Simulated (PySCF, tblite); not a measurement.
# C6H11F2NSi: geometry, infrared bands and NMR shifts

Wanted: the infrared bands and NMR shifts of C6H11F2NSi (`C=N[SiH2][C@H]1C[C@H](C(F)F)C1`), by calculation.

Computed with tblite 0.8.0 and PySCF 2.14.0, with density-fitted response routines of our own, on a single molecule in the gas phase. Atoms are numbered from 0 throughout.

### 1 The molecule as given

21 atoms, charge 0, multiplicity 1; geometry from: force field or distance geometry start.

Bonds of the start (Å): C0–N1 1.30, N1–Si2 1.77, Si2–C3 1.89, C3–C4 1.50, C4–C5 1.54, C5–C6 1.53, C6–F7 1.37, C6–F8 1.39, C5–C9 1.50, C9–C3 1.51, C0–H10 1.09, C0–H11 1.07, Si2–H12 1.46, Si2–H13 1.49, C3–H14 1.10, C4–H15 1.10, C4–H16 1.10, C5–H17 1.11, C6–H18 1.11, C9–H19 1.11, C9–H20 1.11.

### 2 Geometry optimisation with GFN2-xTB

Job settings and geometry (Å):

```
{"job": {"kind": "relax", "xc": "GFN2-xTB", "basis": "xTB"}, "charge": 0, "multiplicity": 1}
C      3.889800     0.627300    -0.245200
N      2.599700     0.518500    -0.322800
Si     1.700300    -0.842400     0.359800
C      0.028600    -0.134100     0.892400
C     -0.471000     0.777100    -0.190300
C     -1.664800    -0.151400    -0.457700
C     -2.955000     0.598500    -0.135600
F     -4.040900    -0.203400    -0.346700
F     -2.921400     1.046700     1.181500
C     -1.154500    -1.044000     0.638300
H      4.298300     1.520700    -0.706800
H      4.522300    -0.096700     0.235000
H      2.412200    -1.443600     1.479300
H      1.431300    -1.802500    -0.741100
H      0.066300     0.354300     1.879300
H     -0.744000     1.753300     0.248200
H      0.170600     0.790700    -1.081600
H     -1.611700    -0.552400    -1.491200
H     -2.976500     1.500700    -0.789700
H     -1.815100    -1.193800     1.520400
H     -0.773400    -2.006500     0.228800
```

Started as:

```sh
> OMP_NUM_THREADS=1 python probes_run.py task.json out
```

One launch serves the whole session: the jobs run in the order shown.

**Question.** This job is followed by: GFN2-xTB harmonic vibrations, gas phase; GIAO PBE0/pcSseg-1 NMR shielding, non-relativistic, gas phase. What will the session give for the following? strongest single infrared mode (GFN2-xTB); zero-point energy (GFN2-xTB); 13C shifts against TMS (PBE0/pcSseg-1, means over atoms taken as alike); 1H shifts against TMS (PBE0/pcSseg-1, means over atoms taken as alike); 15N shifts against NH3 (PBE0/pcSseg-1); 29Si shifts against TMS (PBE0/pcSseg-1); 19F shifts against CFCl3 (PBE0/pcSseg-1, means over atoms taken as alike).

**Answer**, as computed:

| quantity | value |
| --- | --- |
| strongest single infrared mode (GFN2-xTB) | 2196 cm⁻¹, 381 km/mol |
| zero-point energy (GFN2-xTB) | 98.9 kcal/mol |
| 13C shifts against TMS (PBE0/pcSseg-1, means over atoms taken as alike) | 171.6, 122.8, 37.8, 21.0, 15.1 ppm |
| 1H shifts against TMS (PBE0/pcSseg-1, means over atoms taken as alike) | 8.77, 8.66, 6.08, 5.06, 2.80, 2.53, 2.09, 1.59 ppm |
| 15N shifts against NH3 (PBE0/pcSseg-1) | 423.9 ppm |
| 29Si shifts against TMS (PBE0/pcSseg-1) | -32.4 ppm |
| 19F shifts against CFCl3 (PBE0/pcSseg-1, means over atoms taken as alike) | -149.5 ppm |

**Reading.** The optimisation took 136 steps and gained 0.670 eV; among the close pairs (by a distance rule), C0–N1 changed most, from 1.297 to 1.247 Å. All 57 modes are real, so the xTB geometry is a minimum. The strongest single mode, at 2196 cm⁻¹, moves mainly H12. GFN2-xTB is a fitted tight-binding method: band positions and strengths are rough. Its intensities can rank the bands wrongly. At PBE0/pcSseg-1: Shielding is most anisotropic at N1 (span 859 ppm, paramagnetic term -489 ppm).
